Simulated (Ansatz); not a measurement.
# 3 HCl + 3 H2 in a periodic box: a dynamics run in two tries

Wanted: a short trajectory, and a check that the input is sound. The molecules were packed at random to 0.607 g/cm³.

All numbers below are computed with Ansatz 0.2.0 (DFT PBE+D3(BJ), plane waves, PAW, scalar-relativistic, no spin polarisation).

**1. The system as given**

The cell holds 12 atoms (Cl3H9): a = 6.811 Å, b = 6.811 Å, c = 6.811 Å, α = 90.00°, β = 90.00°, γ = 90.00°.

Structure file:

```xyz
12
Lattice="6.8106 0.0000 0.0000 0.0000 6.8106 0.0000 0.0000 0.0000 6.8106" Properties=species:S:1:pos:R:3 pbc="T T T"
Cl    2.1567    2.2779    1.3098
H     1.7600    3.1543    0.3521
Cl    2.1335    6.3633    4.1311
H     2.0799    6.7420    2.9034
Cl   -0.5621    2.7034    5.2474
H    -1.2168    3.8169    5.0850
H     2.5321    2.8987    3.8913
H     2.8385    2.2282    4.2084
H     6.3029    6.0745    4.4777
H     5.8108    6.6037    4.5998
H     1.7958    5.9438    0.3921
H     1.9398    6.1556    1.1006
```

**2. The run**

The input, input.yaml:

```yaml
accuracy: low
crystal:
  lattice:
    - [6.810566, 0.0, 0.0]
    - [0.0, 6.810566, 0.0]
    - [0.0, 0.0, 6.810566]
  atoms:
    - { symbol: Cl, position: [0.31666622, 0.33446549, 0.19232466] }
    - { symbol: H, position: [0.25841884, 0.46314933, 0.05170467] }
    - { symbol: Cl, position: [0.31326293, 0.93432687, 0.60657119] }
    - { symbol: H, position: [0.30538801, 0.98992567, 0.42631527] }
    - { symbol: Cl, position: [-0.08253557, 0.39694352, 0.77048267] }
    - { symbol: H, position: [-0.17865978, 0.56044251, 0.74663997] }
    - { symbol: H, position: [0.37179585, 0.42562348, 0.57136228] }
    - { symbol: H, position: [0.41678103, 0.32717399, 0.61792627] }
    - { symbol: H, position: [0.92545793, 0.89191587, 0.65745957] }
    - { symbol: H, position: [0.85320972, 0.96962397, 0.6753969] }
    - { symbol: H, position: [0.26368406, 0.87273842, 0.05757822] }
    - { symbol: H, position: [0.2848185, 0.90383105, 0.16160101] }
basis:
  ecutwfc: 420.0
kpoints:
  mp_grid: { grid: [1, 1, 1] }
hamiltonian:
  xc: pbe
  dispersion: d3bj
scf:
  occupations: { method: fermi_dirac, width: 0.02 }
  lower_state_search: "off"
  max_iter: 51
md:
  timestep: 0.75
  n_steps: 25
  ensemble: berendsen
  temperature: 350.0
  initial_velocities: maxwell_boltzmann
  seed: 890677
```

Command:

```bash
$ ansatz run input.yaml --threads 1 --pin off --max-ram 3072MiB --backend cpu --events-out ev --progress --plain --runs-dir out
```

Before running it: what results should come out? Wanted: first try.

As calculated:

```
 quantity                                                                              value
first try                                                                            refused
    cause  the word typed for the ensemble or optimiser is not among those the program lists
```

In words: The fault in the first input was caught at the input check and cost nothing.
